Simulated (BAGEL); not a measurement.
**CH3ClGaN (SMILES C#[N+][GaH2-][Cl]): B3LYP/def2-SVP (density fitting with qzvpp-jkfit)**

What is the energy change on altering one bond length of CH3ClGaN at B3LYP/def2-SVP (density fitting with qzvpp-jkfit)? 

Program for the calculation: BAGEL 1.2.2.

6 further runs of the same task are left out: 5 that didn't finish, 1 set aside as unsound or not needed.

## (1) The molecule

CH3ClGaN has 7 atoms, charge 0, and is taken as a singlet. As SMILES, `C#[N+][GaH2-][Cl]`. The shape comes from GFN2-xTB, which is rough for such elements, and wasn't checked as a minimum.

Bond lengths: C1–N2 1.140 Å, N2–Ga3 2.134 Å, Ga3–Cl4 2.077 Å, C1–H5 1.061 Å, Ga3–H6 1.552 Å, Ga3–H7 1.543 Å. Angles: C1–N2–Ga3 158.9°, N2–Ga3–Cl4 101.2°, N2–C1–H5 179.1°, N2–Ga3–H6 91.4°, N2–Ga3–H7 96.8°, Cl4–Ga3–H6 118.1°, Cl4–Ga3–H7 119.1°, H6–Ga3–H7 119.0°.

## (2) A single-point energy at B3LYP/def2-SVP (density fitting with qzvpp-jkfit)

The input, job.json:

```json
{ "bagel": [

{
  "title": "molecule",
  "basis": "svp",
  "df_basis": "qzvpp-jkfit",
  "angstrom": true,
  "geometry": [
    { "atom": "C", "xyz": [      -0.382180,      -1.021910,      -1.599270 ] },
    { "atom": "N", "xyz": [       0.131730,      -0.505680,      -0.721770 ] },
    { "atom": "Ga", "xyz": [       0.344300,       0.600600,       1.090150 ] },
    { "atom": "Cl", "xyz": [      -0.894170,       2.225660,       0.719320 ] },
    { "atom": "H", "xyz": [      -0.846010,      -1.508340,      -2.420390 ] },
    { "atom": "H", "xyz": [      -0.227690,      -0.578620,       1.920780 ] },
    { "atom": "H", "xyz": [       1.874010,       0.788290,       1.011180 ] }
  ]
},

{
  "title": "ks",
  "xc_func": "b3lyp"
},

{
  "title": "print",
  "file": "orbitals.molden",
  "orbitals": true
}

]}
```

Started as:

```bash
$ BAGEL_NUM_THREADS=1 BAGEL job.json > job.out
```

Log:

```text
* using 1 threads per process

  ===============================================================
  ===============================================================

  *** Geometry ***

  { "atom" : "C", "xyz" : [     -0.722216,     -1.931130,     -3.022182 ] },
  { "atom" : "N", "xyz" : [      0.248934,     -0.955597,     -1.363948 ] },
  { "atom" : "Ga", "xyz" : [      0.650633,      1.134970,      2.060085 ] },
  { "atom" : "Cl", "xyz" : [     -1.689736,      4.205888,      1.359318 ] },
  { "atom" : "H", "xyz" : [     -1.598727,     -2.850350,     -4.573874 ] },
  { "atom" : "H", "xyz" : [     -0.430272,     -1.093433,      3.629748 ] },
  { "atom" : "H", "xyz" : [      3.541366,      1.489652,      1.910853 ] },

  Number of auxiliary basis functions:      600

  Since a DF basis is specified, we compute 2- and 3-index integrals:
    o Being stored without compression. Storage requirement is 0.042 GB

  Number of basis functions:       93
  Number of electrons      :       64

    * METHOD: MOLECULE                             0.52

  *** Kohn-Sham DFT ***

    * Removing 11666 points whose weight is below 1.00e-10
    * Grid points: 92676

  === Nuclear Repulsion ===
   313.0800426434

       - DIIS with orbital gradients will be used.

  === KS iteration (b3lyp / svp) ===
      0      -2400.69184229          0.09490087           0.94
      1      -2073.70847354          0.17975170           0.64
      2      -2312.74950815          0.08624150           0.60
      3      -2326.68410206          0.17025494           0.61
      4      -2337.96112431          0.18075120           0.57
      5      -2338.13049318          0.18139094           0.59
      6      -2338.74038013          0.18174475           0.59
      7      -2295.87528378          0.20292843           0.58
      8      -2364.61946608          0.10914959           0.58
      9      -2363.41182608          0.16033197           0.58
     10      -2357.91005171          0.20630315           0.58
     11      -2360.11621613          0.20297898           0.58
     12      -2363.12059652          0.19836999           0.59
     13      -2378.71151316          0.16113705           0.67
     14      -2395.96004059          0.10048363           0.73
     15      -2389.00229596          0.14897626           0.65
     16      -2398.44252932          0.21079636           0.63
     17      -2408.84422404          0.25619651           0.59
     18      -2392.50231173          0.17517595           0.59
     19      -2380.13670126          0.14107260           0.62
     20      -2389.29031810          0.10250705           0.66
     21      -2387.16109936          0.14578459           0.78
     22      -2411.79717921          0.23678006           0.71
     23      -2404.89267750          0.24221243           0.65
     24      -2450.41133957          0.11656528           0.70
     25      -2391.67978496          0.14861288           0.74
     26      -2400.33958277          0.13088863           0.60
     27      -2476.33778613          0.06297381           0.60
     28      -2478.63765009          0.03483263           0.59
     29      -2478.98136596          0.02578357           0.59
     30      -2479.29251067          0.00765556           0.59
     31      -2479.32709579          0.00136518           0.60
     32      -2479.32756064          0.00079605           0.60
     33      -2479.32799064          0.00012506           0.60
     34      -2479.32800251          0.00002034           0.59
     35      -2479.32800276          0.00000433           0.65
     36      -2479.32800277          0.00000214           0.57
     37      -2479.32800277          0.00000091           0.57
     38      -2479.32800277          0.00000012           0.57
     39      -2479.32800277          0.00000005           0.58
     40      -2479.32800277          0.00000002           0.57
     41      -2479.32800277          0.00000000           0.57
    * SCF iteration converged.

    * Permanent dipole moment:
           (    0.362654,     1.535254,     1.845365) a.u.

    * METHOD: KS                                  26.91

    * METHOD: PRINT                                0.02

  ===============================================================
```

It took 28 s on 1 thread of Intel Xeon Platinum 8259CL at 2.50GHz (Skylake/Cascade Lake), shared host; peak memory 0.46 GiB.

## (3) The distorted shape, same level

The input, dft.json:

```json
{ "bagel" : [

{
  "title" : "molecule",
  "basis" : "svp",
  "df_basis" : "qzvpp-jkfit",
  "angstrom" : "true",
  "geometry" : [
    { "atom" : "C", "xyz" : [   -0.637260,   -2.349425,   -3.773539 ] },
    { "atom" : "N", "xyz" : [   -0.123350,   -1.833195,   -2.896039 ] },
    { "atom" : "Ga", "xyz" : [    0.344300,    0.600600,    1.090150 ] },
    { "atom" : "Cl", "xyz" : [   -0.894170,    2.225660,    0.719320 ] },
    { "atom" : "H", "xyz" : [   -1.101090,   -2.835855,   -4.594659 ] },
    { "atom" : "H", "xyz" : [   -0.227690,   -0.578620,    1.920780 ] },
    { "atom" : "H", "xyz" : [    1.874010,    0.788290,    1.011180 ] }
  ]
},
{
  "title" : "ks",
  "xc_func" : "b3lyp",
  "charge" : 0
},
{
  "title" : "print",
  "file" : "orbitals.molden",
  "orbitals" : "true"
}

]}
```

Started as:

```bash
$ BAGEL_NUM_THREADS=1 BAGEL dft.json > dft.out
```

Log:

```text
* using 1 threads per process

  ===============================================================
  ===============================================================

  *** Geometry ***

  { "atom" : "C", "xyz" : [     -1.204247,     -4.439770,     -7.130955 ] },
  { "atom" : "N", "xyz" : [     -0.233098,     -3.464236,     -5.472721 ] },
  { "atom" : "Ga", "xyz" : [      0.650633,      1.134970,      2.060085 ] },
  { "atom" : "Cl", "xyz" : [     -1.689736,      4.205888,      1.359318 ] },
  { "atom" : "H", "xyz" : [     -2.080759,     -5.358989,     -8.682647 ] },
  { "atom" : "H", "xyz" : [     -0.430272,     -1.093433,      3.629748 ] },
  { "atom" : "H", "xyz" : [      3.541366,      1.489652,      1.910853 ] },

  Number of auxiliary basis functions:      600

  Since a DF basis is specified, we compute 2- and 3-index integrals:
    o Being stored without compression. Storage requirement is 0.042 GB

  Number of basis functions:       93
  Number of electrons      :       64

    * METHOD: MOLECULE                             0.62

  *** Kohn-Sham DFT ***

    * Removing 9738 points whose weight is below 1.00e-10
    * Grid points: 94604

  === Nuclear Repulsion ===
   253.3048876829

       - DIIS with orbital gradients will be used.

  === KS iteration (b3lyp / svp) ===
      0      -2390.15561956          0.09037514           0.75
      1      -2001.84317532          0.14091664           0.62
      2      -2293.40455674          0.08542363           0.68
      3      -2436.77787312          0.08629074           0.68
      4      -2419.61577258          0.15373584           0.64
      5      -2470.44376989          0.06258423           0.68
      6      -2462.72289068          0.06439355           0.64
      7      -2351.75266382          0.13801466           0.60
      8      -2438.94822275          0.08029113           0.78
      9      -2479.03534991          0.02326325           0.66
     10      -2472.80424379          0.04790948           0.63
     11      -2479.22947852          0.01198190           0.61
     12      -2479.21109816          0.01337529           0.61
     13      -2479.30963344          0.00201036           0.67
     14      -2479.31206397          0.00088533           0.60
     15      -2479.31240276          0.00057015           0.61
     16      -2479.31256497          0.00017135           0.67
     17      -2479.31258532          0.00001854           0.61
     18      -2479.31258557          0.00000804           0.67
     19      -2479.31258562          0.00000222           0.60
     20      -2479.31258562          0.00000156           0.60
     21      -2479.31258562          0.00000072           0.60
     22      -2479.31258562          0.00000011           0.63
     23      -2479.31258562          0.00000006           0.66
     24      -2479.31258562          0.00000002           0.65
     25      -2479.31258562          0.00000001           0.65
    * SCF iteration converged.

    * Permanent dipole moment:
           (    0.260675,     0.983570,     1.068182) a.u.

    * METHOD: KS                                  17.65

    * METHOD: PRINT                                0.02

  ===============================================================
```

It took 19 s on 1 thread of Intel Xeon Platinum 8259CL at 2.50GHz (Skylake/Cascade Lake), shared host; peak memory 0.47 GiB.

## (4) Outcome

Level: B3LYP/def2-SVP (density fitting with qzvpp-jkfit).

```
                                                          quantity           value
                                         first shape: total energy  -2479.32800 Eh
                                        first shape: dipole moment          6.17 D
                                          first shape: HOMO energy        -7.05 eV
                                          first shape: LUMO energy        -1.54 eV
                                        first shape: HOMO–LUMO gap         5.50 eV
                                     distorted shape: total energy  -2479.31259 Eh
                                    distorted shape: dipole moment          3.75 D
                                      distorted shape: HOMO energy        -7.77 eV
                                      distorted shape: LUMO energy        -1.77 eV
                                    distorted shape: HOMO–LUMO gap         6.00 eV
energy change with the N2–Ga3 bond stretched from 2.134 to 4.694 Å        0.420 eV
```

With the N2–Ga3 bond stretched from 2.134 to 4.694 Å the energy rises by 0.42 eV (40.5 kJ/mol). The first shape isn't relaxed at this level, so the change isn't measured from a minimum.
